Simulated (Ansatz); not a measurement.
**Molecular dynamics of Li**

Input:

```yaml
crystal:
  lattice:
    - [7.205315, 0.0, 0.0]
    - [0.0, 7.205315, 0.0]
    - [0.0, 0.0, 7.205315]
  atoms:
    - { symbol: Li, position: [0.0, 0.0, 0.0] }
    - { symbol: Li, position: [0.5, 0.0, 0.0] }
    - { symbol: Li, position: [0.0, 0.5, 0.0] }
    - { symbol: Li, position: [0.0, 0.0, 0.5] }
    - { symbol: Li, position: [0.25, 0.25, 0.25] }
    - { symbol: Li, position: [0.5, 0.5, 0.0] }
    - { symbol: Li, position: [0.5, 0.0, 0.5] }
    - { symbol: Li, position: [0.75, 0.25, 0.25] }
    - { symbol: Li, position: [0.0, 0.5, 0.5] }
    - { symbol: Li, position: [0.25, 0.75, 0.25] }
    - { symbol: Li, position: [0.25, 0.25, 0.75] }
    - { symbol: Li, position: [0.5, 0.5, 0.5] }
    - { symbol: Li, position: [0.75, 0.75, 0.25] }
    - { symbol: Li, position: [0.75, 0.25, 0.75] }
    - { symbol: Li, position: [0.25, 0.75, 0.75] }
    - { symbol: Li, position: [0.75, 0.75, 0.75] }
basis:
  ecutwfc: 420.0
kpoints:
  mp_grid: { grid: [3, 3, 3] }
hamiltonian:
  xc: lda
scf:
  occupations: { method: fermi_dirac, width: 0.1 }
  lower_state_search: "off"
md:
  timestep: 1.5
  n_steps: 250
  ensemble: nvt_langevin
  temperature: 900.0
  initial_velocities: maxwell_boltzmann
  seed: 356573
  friction: 0.02
```

Command:

```bash
$ ansatz run input.yaml --threads 2 --pin off --max-ram 5120MiB --backend cpu --events-out ev --progress --plain --runs-dir out
```

It starts from a structure without forces on its atoms.

Output, in part (step lines):

```
md step     0: t =     0.00 fs  T =   843.8 K  F+E_penalty+E_count = -3225.87766565 eV  E_kin = 1.745010 eV  (6 SCF iters)
md step     1: t =     1.50 fs  T =   881.7 K  F+E_penalty+E_count = -3225.87268526 eV  E_kin = 1.823593 eV  (6 SCF iters)
md step     2: t =     3.00 fs  T =   903.0 K  F+E_penalty+E_count = -3225.85779453 eV  E_kin = 1.867571 eV  (6 SCF iters)
md step     3: t =     4.50 fs  T =   907.0 K  F+E_penalty+E_count = -3225.83340790 eV  E_kin = 1.875788 eV  (6 SCF iters)
md step     4: t =     6.00 fs  T =   919.1 K  F+E_penalty+E_count = -3225.79942448 eV  E_kin = 1.900932 eV  (6 SCF iters)
md step     5: t =     7.50 fs  T =   883.5 K  F+E_penalty+E_count = -3225.75687182 eV  E_kin = 1.827236 eV  (5 SCF iters)
md step     6: t =     9.00 fs  T =   741.9 K  F+E_penalty+E_count = -3225.70840850 eV  E_kin = 1.534307 eV  (5 SCF iters)
md step     7: t =    10.50 fs  T =   683.8 K  F+E_penalty+E_count = -3225.65475356 eV  E_kin = 1.414145 eV  (5 SCF iters)
[... lines left out ...]
md step   249: t =   373.50 fs  T =   590.3 K  F+E_penalty+E_count = -3223.86157819 eV  E_kin = 1.220807 eV  (5 SCF iters)
md step   250: t =   375.00 fs  T =   613.9 K  F+E_penalty+E_count = -3223.83013169 eV  E_kin = 1.269602 eV  (6 SCF iters)
```

The steps, from the saved trajectory:

```
time (fs)  T (K)  potential energy less start (eV)
      0.0    844                             0.000
     12.0    685                             0.282
     24.0    664                             0.843
     36.0    645                             1.134
     48.0    643                             1.467
     60.0    794                             1.573
     72.0    746                             1.783
     84.0    769                             1.670
     96.0    754                             1.344
    108.0    893                             1.406
    120.0    816                             1.756
    132.0    892                             1.883
    144.0    770                             1.915
    156.0    849                             1.778
    168.0    921                             1.711
    180.0    921                             1.551
    192.0   1094                             1.667
    204.0    837                             2.016
    216.0    667                             2.438
    228.0    807                             2.380
    240.0    818                             2.196
    252.0    642                             2.156
    264.0    740                             1.927
    276.0    861                             1.747
    288.0    891                             1.753
    300.0   1160                             1.924
    312.0    863                             2.417
    324.0   1047                             2.508
    336.0    981                             2.438
    348.0    896                             2.177
    360.0    709                             1.963
    372.0    625                             1.985
```

All steps were run. A run of 0.38 ps of so small a system gives no equilibrium averages. Limits of this set-up: coarse k mesh.

Mean squared displacements from the first frame to the last, about the centre of mass: Li 0.64 Å².

Last frame:

```xyz
16
Lattice="7.2053 0.0000 0.0000 0.0000 7.2053 0.0000 0.0000 0.0000 7.2053" Properties=species:S:1:pos:R:3
Li 1.372 -0.472 0.538
Li 4.134 0.169 0.308
Li 0.912 3.806 -0.973
Li 1.036 -0.714 3.515
Li 2.452 2.925 1.397
Li 4.208 3.490 -0.445
Li 4.077 0.661 3.476
Li 6.620 2.016 1.342
Li 0.944 3.951 3.475
Li 3.672 4.941 2.063
Li 2.063 1.300 5.367
Li 3.807 3.459 4.066
Li 6.505 4.646 1.512
Li 6.387 2.041 4.520
Li 3.018 5.779 5.762
Li 5.744 5.085 4.889
```

Run time: 25 min on 2 threads of Arm Neoverse V1 (shared host), peak memory 0.73 GiB.
